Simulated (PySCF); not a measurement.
# C5H13AsSi: the cost of one run

Programs: PySCF 2.14.0, with routines of our own; each step states its level. All values are computed. Atoms count from 0.

## 1. The starting structure

20 atoms, charge 0, multiplicity 1; geometry from: GFN2-xTB.

## 2. Magnetic properties: GIAO HF/pcSseg-1

The job: settings as JSON, then the geometry in Å.

```
{"job": {"kind": "mag", "xc": "HF", "basis": "pcSseg-1", "isotopologues": 2}, "charge": 0, "multiplicity": 1}
C      2.820667    -1.293671    -0.322831
As     0.918189    -1.795483    -0.110681
C      0.084562    -0.403126    -1.291012
C     -0.803112     0.357230    -0.284886
C     -0.967958     1.825882    -0.648637
C     -2.170610    -0.314621    -0.219306
Si     0.201586    -0.063321     1.302998
H      3.410926    -1.717075     0.489388
H      2.956644    -0.213694    -0.327807
H      3.206448    -1.696957    -1.259876
H     -0.479844    -0.785793    -2.147089
H      0.868583     0.250386    -1.684724
H     -1.440665     1.934337    -1.626188
H     -1.588311     2.333231     0.088699
H     -0.002110     2.328109    -0.681275
H     -2.058085    -1.380179     0.000755
H     -2.787601     0.133839     0.557945
H     -2.695801    -0.218440    -1.171057
H     -0.635989    -0.284146     2.489339
H      1.157333     1.014172     1.614121
```

With the program's defaults for keys left out, this is: GIAO HF/pcSseg-1 magnetisability, rotational g tensor and spin-rotation constants, non-relativistic, gas phase.

On the command line:

```bash
$ OMP_NUM_THREADS=1 python excited_run.py task.json out
```

The driver reads the jobs from task.json and runs them one after another.

Q: Estimate the wall time and peak memory of this first job on 1 thread of Intel Xeon Platinum 8488C, shared host.

About 41 s, with a peak of 1 GiB.
